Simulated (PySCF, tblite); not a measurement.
**C₅H₁₄AlN: geometry, infrared bands, NMR shifts and electronic excitations**

What infrared bands, NMR shifts and electronic excitations should C₅H₁₄AlN (`C=[CH][AlH2-][N+](C)(C)C`) show?

Programs: tblite 0.8.0 and PySCF 2.14.0, with density-fitted response routines of our own. Each step states its level of theory. These are calculated values for one molecule in the gas phase, unless marked as measured. Atoms count from 0, in the outputs and in this text.

## 1. The molecule as given

21 atoms, charge 0, multiplicity 1; geometry from: force field or distance geometry start.

Bonds of the start (Å): C0–C1 1.36, C1–Al2 1.98, Al2–N3 1.90, N3–C4 1.46, N3–C5 1.45, N3–C6 1.45, C0–H7 1.08, C0–H8 1.08, C1–H9 1.08, Al2–H10 1.59, Al2–H11 1.60, C4–H12 1.12, C4–H13 1.11, C4–H14 1.11, C5–H15 1.11, C5–H16 1.11, C5–H17 1.12, C6–H18 1.10, C6–H19 1.09, C6–H20 1.12.

## 2. Optimising the geometry with GFN2-xTB

Job settings and geometry (Å):

```
{"job": {"kind": "relax", "xc": "GFN2-xTB", "basis": "xTB"}, "charge": 0, "multiplicity": 1}
C      3.382800     0.652500    -0.642800
C      2.069700     0.912000    -0.375200
Al     0.900900    -0.674700    -0.144700
N     -0.878900    -0.189400     0.313500
C     -1.706700    -1.383000     0.181400
C     -0.887500     0.307600     1.672600
C     -1.451800     0.797100    -0.581700
H      3.645200    -0.391100    -0.713000
H      4.093700     1.460200    -0.774800
H      1.697800     1.921500    -0.263800
H      1.536200    -1.541300     1.020500
H      0.964300    -1.433900    -1.553700
H     -1.837600    -1.865700     1.188200
H     -2.678500    -1.037000    -0.237900
H     -1.318200    -2.089700    -0.582900
H     -1.955500     0.473300     1.937300
H     -0.354200    -0.332600     2.402100
H     -0.322300     1.269600     1.654800
H     -0.842500     1.717200    -0.623500
H     -1.622900     0.354600    -1.565600
H     -2.442900     1.089700    -0.156600
```

Started as:

```sh
OMP_NUM_THREADS=1 python probes_run.py task.json out
```

The driver reads the jobs from task.json and runs them one after another.

**Question.** This job is followed by: GFN2-xTB harmonic vibrations, gas phase; PBE0-D3(BJ)/def2-SVP geometry optimisation, gas phase; GIAO PBE0/pcSseg-1 NMR shielding, non-relativistic, gas phase; TDDFT B3LYP/def2-SVPD, vertical, gas phase, core orbitals frozen in the response; GIAO KT2/pcSseg-1 NMR shielding, non-relativistic, gas phase. What will the session give for the following? strongest single infrared mode (GFN2-xTB); zero-point energy (GFN2-xTB); rotational constants (main isotopes); 13C shifts against TMS (PBE0/pcSseg-1, means over atoms taken as alike); 1H shifts against TMS (PBE0/pcSseg-1, means over atoms taken as alike); 27Al shifts against AlH4- (PBE0/pcSseg-1); 15N shifts against NH3 (PBE0/pcSseg-1); surface potential, 1st and 99th percentile; lowest singlet (B3LYP/def2-SVPD); brightest single state of those computed; lowest triplet; vertical ionisation energy (ΔSCF); range of the shift of C1.

**Answer**, as computed:

| quantity | value |
| --- | --- |
| strongest single infrared mode (GFN2-xTB) | 696 cm⁻¹, 684 km/mol |
| zero-point energy (GFN2-xTB) | 107.9 kcal/mol |
| rotational constants (main isotopes) | 3.62, 1.18, 1.11 GHz |
| 13C shifts against TMS (PBE0/pcSseg-1, means over atoms taken as alike) | 154.2, 144.4, 47.4 ppm |
| 1H shifts against TMS (PBE0/pcSseg-1, means over atoms taken as alike) | 6.51, 6.33, 6.06, 4.02, 2.43 ppm |
| 27Al shifts against AlH4- (PBE0/pcSseg-1) | 75.4 ppm |
| 15N shifts against NH3 (PBE0/pcSseg-1) | 42.6 ppm |
| surface potential, 1st and 99th percentile | -1.30 V and 1.31 V |
| lowest singlet (B3LYP/def2-SVPD) | 5.79 eV (214 nm), f = 0.004 |
| brightest single state of those computed | state 4, 6.20 eV, f = 0.128 |
| lowest triplet | 4.19 eV |
| vertical ionisation energy (ΔSCF) | 8.67 eV |
| range of the shift of C1 | 141.8 to 154.2 ppm |

**Reading.** The optimisation took 84 steps and gained 0.947 eV; among the close pairs (by a distance rule), Al2–N3 changed most, from 1.901 to 2.053 Å (GFN2-xTB). The lowest mode is imaginary (47i cm⁻¹), so the xTB geometry is not a minimum. The strongest single mode, at 696 cm⁻¹, moves mainly H11 and H10. GFN2-xTB is a fitted tight-binding method: band positions and strengths are rough. Its intensities can rank the bands wrongly. The optimisation took 5 steps and gained 0.268 eV; among the close pairs (by a distance rule), Al2–N3 changed most, from 2.007 to 2.079 Å (PBE0/def2-SVP). No frequency check was run at this level, so the end point may be a saddle. C1 (alkene CH) lies farthest downfield among carbon, at 154.2 ppm; as expected for a trigonal carbon in a double bond. At PBE0/pcSseg-1: The largest span, 274 ppm, is at C1, where the paramagnetic term is -232 ppm. The first singlet state (HOMO−1→LUMO+1 0.96) lies at 5.79 eV and is weak; of the 10 states computed, the strongest absorption comes from states 3 to 4 together at 6.20 eV. The lowest triplet lies 1.60 eV below the lowest singlet (triplets in Tamm-Dancoff, singlets in full TDDFT). The orbital energy would give 6.63 eV for ionisation, ΔSCF gives 8.67 eV. Across the 2 runs the shift of C1 moves most, between 141.8 (KT2/pcSseg-1) and 154.2 ppm (PBE0/pcSseg-1).
